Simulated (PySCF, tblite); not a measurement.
# C2H13NOSi3: geometry, infrared bands, NMR shifts, electronic excitations and core binding energies, part 3 of 3

tblite 0.8.0 and PySCF 2.14.0. Atoms count from 0.

## (8) Core-electron binding energies: SCAN, X2C

The job: settings as JSON, then the geometry in Å.

```
{"job": {"kind": "xps"}, "charge": 0, "multiplicity": 1}
C     -3.337195    -1.107983    -0.728681
O     -2.063576    -0.567699    -0.530612
Si    -1.648056     1.040243    -0.513194
N      0.048748     1.003208    -0.143071
Si     0.893872     2.528382    -0.011097
Si     0.852308    -0.559515     0.068319
C      2.673274    -0.254108     0.411366
H     -3.739721    -0.862717    -1.728507
H     -4.060039    -0.752945     0.028646
H     -3.272223    -2.203376    -0.648570
H     -2.443373     1.772871     0.522314
H     -1.924251     1.672723    -1.841747
H     -0.115313     3.603731    -0.269600
H      1.993712     2.660873    -1.014219
H      1.475060     2.743713     1.349057
H      0.725855    -1.389873    -1.166413
H      0.262312    -1.308043     1.218222
H      2.827922     0.360541     1.311884
H      3.175192     0.237325    -0.436376
H      3.173403    -1.221072     0.580318
```

Level: delta-SCF UKS SCAN, pcX-2 on the ionised atom, pcseg-1 elsewhere, spin-free X2C.

Log:

```text
ground state, core basis on atom 0 (C), 206 functions
  cycle   1  E = -1084.02259628  |g| = 8.49e-01
  cycle   2  E = -1083.65076222  |g| = 1.54e+00
  cycle   3  E = -1084.16880218  |g| = 1.92e-01
  cycle   4  E = -1084.17638778  |g| = 6.78e-02
  cycle   5  E = -1084.17750087  |g| = 1.83e-02
  cycle   6  E = -1084.17757178  |g| = 9.59e-03
  cycle   7  E = -1084.17759567  |g| = 1.75e-03
  cycle   8  E = -1084.17759385  |g| = 4.76e-04
  E(ground) = -1084.28581195 Eh
hole in C 1s of atom 0
  cycle   1  E = -1072.87984303  |g| = 1.50e+00
  cycle   2  E = -1070.31638557  |g| = 2.43e+00
  cycle   3  E = -1072.99358830  |g| = 9.84e-01
  cycle   4  E = -1073.35666528  |g| = 4.27e-01
  cycle   5  E = -1073.42515733  |g| = 1.17e-01
  cycle   6  E = -1073.42896229  |g| = 4.59e-02
  cycle   7  E = -1073.42986243  |g| = 2.10e-02
  cycle   8  E = -1073.43006110  |g| = 4.58e-03
  cycle   9  E = -1073.43007366  |g| = 1.84e-03
  cycle  10  E = -1073.43007703  |g| = 1.20e-03
  cycle  11  E = -1073.43007824  |g| = 4.18e-04
  E(ion) = -1073.53704179 Eh   <S^2> = 0.7712   hole on atom = 1.000   binding energy = 292.489 eV
ground state, core basis on atom 1 (O), 206 functions
  cycle   1  E = -1084.20839217  |g| = 1.00e-01
  cycle   2  E = -1084.20745705  |g| = 8.51e-02
  cycle   3  E = -1084.20817394  |g| = 5.90e-02
  cycle   4  E = -1084.20876969  |g| = 5.26e-03
  cycle   5  E = -1084.20877801  |g| = 9.66e-04
  cycle   6  E = -1084.20877921  |g| = 2.50e-04
  E(ground) = -1084.31519785 Eh
hole in O 1s of atom 1
  cycle   1  E = -1063.60556151  |g| = 2.23e+00
  cycle   2  E = -1061.10684113  |g| = 2.72e+00
  cycle   3  E = -1063.98382171  |g| = 9.21e-01
  cycle   4  E = -1064.37554586  |g| = 3.72e-01
  cycle   5  E = -1064.41317486  |g| = 2.30e-01
  cycle   6  E = -1064.43602357  |g| = 6.21e-02
  cycle   7  E = -1064.43764363  |g| = 7.78e-03
  cycle   8  E = -1064.43766853  |g| = 3.46e-03
  cycle   9  E = -1064.43767510  |g| = 1.06e-03
  cycle  10  E = -1064.43767354  |g| = 4.48e-04
  E(ion) = -1064.54378657 Eh   <S^2> = 0.7619   hole on atom = 1.000   binding energy = 538.008 eV
ground state, core basis on atom 2 (Si), 217 functions
  cycle   1  E = -1084.28063045  |g| = 2.99e-01
  cycle   2  E = -1084.27805155  |g| = 1.50e-01
  cycle   3  E = -1084.27649932  |g| = 1.71e-01
  cycle   4  E = -1084.28193364  |g| = 1.65e-02
  cycle   5  E = -1084.28197685  |g| = 2.23e-03
  cycle   6  E = -1084.28197992  |g| = 5.54e-04
  cycle   7  E = -1084.28197939  |g| = 3.41e-04
  E(ground) = -1084.34943693 Eh
hole in Si 1s of atom 2
  cycle   1  E = -1015.32992920  |g| = 4.35e+00
  cycle   2  E = -1014.65338341  |g| = 2.46e+00
  cycle   3  E = -1015.55983833  |g| = 1.14e+00
  cycle   4  E = -1016.33783282  |g| = 3.23e-01
  cycle   5  E = -1016.36012249  |g| = 2.44e-01
  cycle   6  E = -1016.38439514  |g| = 6.66e-02
  cycle   7  E = -1016.38614320  |g| = 2.22e-02
  cycle   8  E = -1016.38640466  |g| = 4.74e-03
  cycle   9  E = -1016.38641764  |g| = 1.19e-03
  cycle  10  E = -1016.38641809  |g| = 3.68e-04
  E(ion) = -1016.46088850 Eh   <S^2> = 0.7521   hole on atom = 1.000   binding energy = 1847.341 eV
hole in Si 2p of atom 2
  cycle   1  E = -1079.99269541  |g| = 1.24e+00
  cycle   2  E = -1079.56995760  |g| = 1.33e+00
  cycle   3  E = -1080.22772734  |g| = 3.97e-01
  cycle   4  E = -1080.30792248  |g| = 1.56e-01
  cycle   5  E = -1080.31497511  |g| = 8.79e-02
  cycle   6  E = -1080.31810875  |g| = 2.24e-02
  cycle   7  E = -1080.31833196  |g| = 6.53e-03
  cycle   8  E = -1080.31834760  |g| = 3.38e-03
  cycle   9  E = -1080.31835408  |g| = 1.00e-03
  cycle  10  E = -1080.31835499  |g| = 2.42e-04
  E(ion) = -1080.39620774 Eh   <S^2> = 0.7515   hole on atom = 1.003   binding energy = 107.573 eV
  2p3/2 = 107.325 eV   2p1/2 = 107.951 eV
ground state, core basis on atom 3 (N), 206 functions
  cycle   1  E = -1084.19420886  |g| = 7.59e-02
  cycle   2  E = -1084.19422760  |g| = 2.41e-02
  cycle   3  E = -1084.19419447  |g| = 2.98e-02
  cycle   4  E = -1084.19437140  |g| = 6.21e-03
  cycle   5  E = -1084.19437968  |g| = 6.94e-04
  cycle   6  E = -1084.19437799  |g| = 2.58e-04
  E(ground) = -1084.30096577 Eh
hole in N 1s of atom 3
  cycle   1  E = -1068.62864512  |g| = 1.88e+00
  cycle   2  E = -1067.68156760  |g| = 2.23e+00
  cycle   3  E = -1069.28662321  |g| = 4.44e-01
  cycle   4  E = -1069.35271329  |g| = 1.66e-01
  cycle   5  E = -1069.36287973  |g| = 8.71e-02
  cycle   6  E = -1069.36580574  |g| = 1.89e-02
  cycle   7  E = -1069.36594501  |g| = 7.77e-03
  cycle   8  E = -1069.36597664  |g| = 1.77e-03
  cycle   9  E = -1069.36597661  |g| = 7.91e-04
  cycle  10  E = -1069.36597680  |g| = 2.54e-04
  E(ion) = -1069.46977238 Eh   <S^2> = 0.7669   hole on atom = 1.000   binding energy = 403.577 eV
ground state, core basis on atom 4 (Si), 217 functions
  cycle   1  E = -1084.27389647  |g| = 2.89e-01
  cycle   2  E = -1084.27386017  |g| = 5.19e-02
  cycle   3  E = -1084.27349661  |g| = 5.91e-02
  cycle   4  E = -1084.27414446  |g| = 1.68e-02
  cycle   5  E = -1084.27421011  |g| = 1.41e-03
  cycle   6  E = -1084.27421161  |g| = 2.13e-04
  E(ground) = -1084.34102616 Eh
hole in Si 1s of atom 4
  cycle   1  E = -1015.33772516  |g| = 4.35e+00
  cycle   2  E = -1013.58428915  |g| = 2.58e+00
  cycle   3  E = -1007.94782075  |g| = 3.25e+00
  cycle   4  E = -1016.20074251  |g| = 5.85e-01
  cycle   5  E = -1016.35019657  |g| = 2.90e-01
  cycle   6  E = -1016.38917907  |g| = 1.05e-01
  cycle   7  E = -1016.39233792  |g| = 7.30e-02
  cycle   8  E = -1016.39486571  |g| = 1.90e-02
  cycle   9  E = -1016.39502630  |g| = 6.97e-03
  cycle  10  E = -1016.39504573  |g| = 2.16e-03
  cycle  11  E = -1016.39504897  |g| = 5.62e-04
  cycle  12  E = -1016.39504788  |g| = 1.16e-04
  E(ion) = -1016.46919889 Eh   <S^2> = 0.7522   hole on atom = 1.000   binding energy = 1846.886 eV
hole in Si 2p of atom 4
  cycle   1  E = -1079.99779592  |g| = 1.23e+00
  cycle   2  E = -1078.16173813  |g| = 1.69e+00
  cycle   3  E = -1079.89252274  |g| = 9.25e-01
  cycle   4  E = -1080.28627882  |g| = 2.09e-01
  cycle   5  E = -1080.31225565  |g| = 1.56e-01
  cycle   6  E = -1080.32121463  |g| = 4.83e-02
  cycle   7  E = -1080.32217668  |g| = 2.35e-02
  cycle   8  E = -1080.32242253  |g| = 4.33e-03
  cycle   9  E = -1080.32242897  |g| = 1.08e-03
  cycle  10  E = -1080.32242935  |g| = 4.36e-04
  E(ion) = -1080.40037534 Eh   <S^2> = 0.7518   hole on atom = 1.003   binding energy = 107.231 eV
  2p3/2 = 107.003 eV   2p1/2 = 107.627 eV
ground state, core basis on atom 5 (Si), 217 functions
  cycle   1  E = -1084.27530144  |g| = 2.89e-01
  cycle   2  E = -1084.27542040  |g| = 4.61e-02
  cycle   3  E = -1084.27546934  |g| = 3.37e-02
  cycle   4  E = -1084.27566297  |g| = 5.84e-03
  cycle   5  E = -1084.27567111  |g| = 1.77e-03
  cycle   6  E = -1084.27567144  |g| = 2.45e-04
  E(ground) = -1084.34274035 Eh
hole in Si 1s of atom 5
  cycle   1  E = -1015.34720984  |g| = 4.35e+00
  cycle   2  E = -1015.32505828  |g| = 2.20e+00
  cycle   3  E = -1016.02217972  |g| = 7.88e-01
  cycle   4  E = -1016.38143640  |g| = 2.31e-01
  cycle   5  E = -1016.40869860  |g| = 6.40e-02
  cycle   6  E = -1016.40937584  |g| = 5.26e-02
  cycle   7  E = -1016.41064396  |g| = 1.08e-02
  cycle   8  E = -1016.41069342  |g| = 4.44e-03
  cycle   9  E = -1016.41070180  |g| = 1.14e-03
  cycle  10  E = -1016.41070370  |g| = 4.14e-04
  E(ion) = -1016.48540568 Eh   <S^2> = 0.7522   hole on atom = 1.000   binding energy = 1846.492 eV
hole in Si 2p of atom 5
  cycle   1  E = -1080.00811240  |g| = 1.24e+00
  cycle   2  E = -1079.81560109  |g| = 1.16e+00
  cycle   3  E = -1080.29719671  |g| = 2.61e-01
  cycle   4  E = -1080.33559411  |g| = 8.58e-02
  cycle   5  E = -1080.33730343  |g| = 6.22e-02
  cycle   6  E = -1080.33921240  |g| = 9.45e-03
  cycle   7  E = -1080.33924248  |g| = 4.78e-03
  cycle   8  E = -1080.33925306  |g| = 1.41e-03
  cycle   9  E = -1080.33925609  |g| = 5.07e-04
  cycle  10  E = -1080.33925500  |g| = 1.82e-04
  E(ion) = -1080.41673392 Eh   <S^2> = 0.7516   hole on atom = 1.003   binding energy = 106.832 eV
  2p3/2 = 106.599 eV   2p1/2 = 107.223 eV
ground state, core basis on atom 6 (C), 206 functions
  cycle   1  E = -1084.17574004  |g| = 6.09e-02
  cycle   2  E = -1084.17572929  |g| = 2.63e-02
  cycle   3  E = -1084.17582538  |g| = 1.93e-02
  cycle   4  E = -1084.17591872  |g| = 4.48e-03
  cycle   5  E = -1084.17592461  |g| = 8.41e-04
  cycle   6  E = -1084.17592265  |g| = 2.32e-04
  E(ground) = -1084.28501987 Eh
hole in C 1s of atom 6
  cycle   1  E = -1072.94697408  |g| = 1.50e+00
  cycle   2  E = -1071.62949874  |g| = 1.95e+00
  cycle   3  E = -1073.36837627  |g| = 5.51e-01
  cycle   4  E = -1073.46233810  |g| = 3.71e-01
  cycle   5  E = -1073.51271873  |g| = 1.03e-01
  cycle   6  E = -1073.51667143  |g| = 2.51e-02
  cycle   7  E = -1073.51695047  |g| = 1.39e-02
  cycle   8  E = -1073.51703884  |g| = 7.13e-03
  cycle   9  E = -1073.51706389  |g| = 2.09e-03
  cycle  10  E = -1073.51706811  |g| = 1.08e-03
  cycle  11  E = -1073.51706977  |g| = 3.05e-04
  E(ion) = -1073.62460152 Eh   <S^2> = 0.7674   hole on atom = 1.000   binding energy = 290.085 eV
```

Run time: 4.6 min. Hardware: 1 thread of Arm Neoverse N1, shared host; peak memory 0.72 GiB.

The holes in one table. −ε is the ground-state orbital energy:

```
       hole  stands for                  environment  ΔSCF (eV; 2p as the shell's mean)  −ε (eV)   ⟨S²⟩
  C1s on C0          C0    methyl carbon bonded to O                             292.49    275.1  0.771
  O1s on O1          O1       oxygen bonded to C, Si                             538.01    516.6  0.762
Si1s on Si2         Si2  silicon bonded to N, O, 2 H                            1847.34   1794.1  0.752
Si2p on Si2         Si2  silicon bonded to N, O, 2 H                             107.53     96.8  0.751
  N1s on N3          N3      nitrogen bonded to 3 Si                             403.58    385.4  0.767
Si1s on Si4         Si4     silicon bonded to N, 3 H                            1846.89   1793.7  0.752
Si2p on Si4         Si4     silicon bonded to N, 3 H                             107.21     96.4  0.752
Si1s on Si5         Si5  silicon bonded to C, N, 2 H                            1846.49   1793.4  0.752
Si2p on Si5         Si5  silicon bonded to C, N, 2 H                             106.81     96.2  0.752
  C1s on C6          C6   methyl carbon bonded to Si                             290.08    273.2  0.767
```

With the spin-orbit splitting: Si2 2p3/2 107.33, 2p1/2 107.95 eV; Si4 2p3/2 107.00, 2p1/2 107.63 eV; Si5 2p3/2 106.60, 2p1/2 107.22 eV. The table gives each 2p level as the mean over the whole 2p shell (two parts 2p3/2, one part 2p1/2), which differs a little from the single hole in the log.

## (9) Side by side: NMR shifts

Shifts (ppm) of some atoms, chosen among heavy atoms and hydrogens apart, means over like atoms, with basis size and wall time:

```
           run   H10   H15    O1    Si2    Si5    Si4    N3  functions  time
 PBE0/pcSseg-1  5.02  4.83  12.3  -21.9  -28.0  -62.5  -2.4        205  64 s
B97-2/pcSseg-1  4.92  4.72  11.3  -25.1  -28.6  -61.8  -3.9        205  58 s
```

## (10) Summary of results

The summary covers parts 1 to 3.

```
                                                              quantity                                     value
                             strongest single infrared mode (GFN2-xTB)                     2220 cm⁻¹, 698 km/mol
                                          zero-point energy (GFN2-xTB)                             88.7 kcal/mol
                                  rotational constants (main isotopes)                      2.10, 0.93, 0.67 GHz
                                ¹³C shifts against TMS (PBE0/pcSseg-1)                            52.0, -5.0 ppm
¹H shifts against TMS (PBE0/pcSseg-1, means over atoms taken as alike)          5.02, 4.83, 4.52, 3.72, 0.46 ppm
                                ¹⁷O shifts against H2O (PBE0/pcSseg-1)                                  12.3 ppm
                               ²⁹Si shifts against TMS (PBE0/pcSseg-1)                   -21.9, -28.0, -62.5 ppm
                                ¹⁵N shifts against NH3 (PBE0/pcSseg-1)                                  -2.4 ppm
                                       lowest singlet (PBE0/def2-SVPD)               6.12 eV (203 nm), f = 0.000
                              brightest single state of those computed               state 3, 6.79 eV, f = 0.055
                                                        lowest triplet                                   5.85 eV
                                     vertical ionisation energy (ΔSCF)                                   9.00 eV
                                     Si1s binding energies, SCAN/pcX-2  Si2 1847.34, Si4 1846.89, Si5 1846.49 eV
                                     Si2p binding energies, SCAN/pcX-2     Si2 107.53, Si4 107.21, Si5 106.81 eV
                                      C1s binding energies, SCAN/pcX-2                   C0 292.49, C6 290.08 eV
                                      O1s binding energies, SCAN/pcX-2                              O1 538.01 eV
                                      N1s binding energies, SCAN/pcX-2                              N3 403.58 eV
                                             range of the shift of Si2                        -25.1 to -21.9 ppm
```

What this shows: The optimisation took 177 steps and gained 0.847 eV; among the close pairs (by a distance rule), O1–Si2 changed most, from 1.717 to 1.618 Å (GFN2-xTB). All 54 modes are real, so the xTB geometry is a minimum. The strongest single mode, at 2220 cm⁻¹, moves mainly H14. Unscaled tight-binding wavenumbers are off by several per cent, some by more. Its intensities can rank the bands wrongly. Relaxing lowered the energy by 0.317 eV in 5 steps; the close pair that moved most is Si4–H13, from 1.442 to 1.494 Å (PBE0/def2-SVP). No frequency check was run at this level, so the end point may be a saddle. The most deshielded carbon is C0 (methyl carbon bonded to O), at 52.0 ppm: pulled downfield by the heteroatom. At PBE0/pcSseg-1: Shielding is most anisotropic at Si4 (span 101 ppm, paramagnetic term -465 ppm). The first singlet state (HOMO→LUMO 0.94) lies at 6.12 eV and is dark; of the 10 states computed, the strongest absorption comes from state 3 at 6.79 eV. The lowest triplet lies 0.27 eV below the lowest singlet (triplets in Tamm-Dancoff, singlets in full TDDFT). ΔSCF puts the ionisation energy at 9.00 eV, 1.65 eV above −ε(HOMO). The Si1s levels kept as sound span 0.85 eV, from Si5 (silicon bonded to C, N, 2 H) up to Si2 (silicon bonded to N, O, 2 H). Si2 (silicon bonded to N, O, 2 H) binds its Si2p electron 0.73 eV more tightly than Si5 (silicon bonded to C, N, 2 H). C0 (methyl carbon bonded to O) binds its C1s electron 2.40 eV more tightly than C6 (methyl carbon bonded to Si). Across the 2 runs the shift of Si2 moves most, between -25.1 (B97-2/pcSseg-1) and -21.9 ppm (PBE0/pcSseg-1).
